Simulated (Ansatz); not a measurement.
# CH5BOSi: the cost of one run

All numbers below are computed with Ansatz 0.2.0 (UKS r2SCAN-D4/STO-3G).

### Step 1. Starting point

Bond lengths: C1–B2 1.390 Å, B2–O3 1.282 Å, O3–Si4 1.613 Å, C1–H5 1.076 Å, C1–H6 1.076 Å, Si4–H7 1.466 Å, Si4–H8 1.462 Å, Si4–H9 1.463 Å. Angles: C1–B2–O3 179.8°, B2–C1–H5 123.8°, B2–C1–H6 123.6°, H5–C1–H6 112.6°, B2–O3–Si4 175.9°, O3–Si4–H7 108.6°, O3–Si4–H8 105.0°, O3–Si4–H9 105.5°, H7–Si4–H8 112.0°, H7–Si4–H9 111.7°, H8–Si4–H9 113.5°.

As a file:

```xyz
9

C    -2.1559    0.8739   -0.3935
B    -0.8878    0.3429   -0.1897
O     0.2829   -0.1461   -0.0062
Si    1.7575   -0.7085    0.3288
H    -3.0551    0.4471    0.0141
H    -2.3450    1.7547   -0.9814
H     2.1817   -0.1660    1.6226
H     2.6005   -0.2339   -0.7669
H     1.6212   -2.1641    0.3721
```

### Step 2. Preparing the start

Contents of input.yaml:

```yaml
crystal:
  periodic: [false, false, false]
  atoms:
    - { symbol: C, position_ang: [-2.15594, 0.87388, -0.39354] }
    - { symbol: B, position_ang: [-0.88784, 0.34286, -0.18972] }
    - { symbol: O, position_ang: [0.28295, -0.14611, -0.00618] }
    - { symbol: Si, position_ang: [1.75746, -0.70853, 0.32885] }
    - { symbol: H, position_ang: [-3.05511, 0.44715, 0.01413] }
    - { symbol: H, position_ang: [-2.34498, 1.75474, -0.98139] }
    - { symbol: H, position_ang: [2.18173, -0.16602, 1.6226] }
    - { symbol: H, position_ang: [2.60053, -0.23387, -0.76685] }
    - { symbol: H, position_ang: [1.6212, -2.1641, 0.3721] }
magnetization:
  spin_polarized: true
basis:
  gaussian: { orbitals: STO-3G }
hamiltonian:
  xc: r2scan
  dispersion: d4
relax:
  f_tol: 0.02
  max_steps: 40
```

Run with:

```sh
ansatz run input.yaml --threads 1 --pin off --max-ram 2048MiB --backend cpu --events-out ev --progress --plain --runs-dir out
```

What time and memory should one allow on 1 thread of Arm Neoverse N1, shared host?

About 100 s, with a peak of 0.2 GiB.
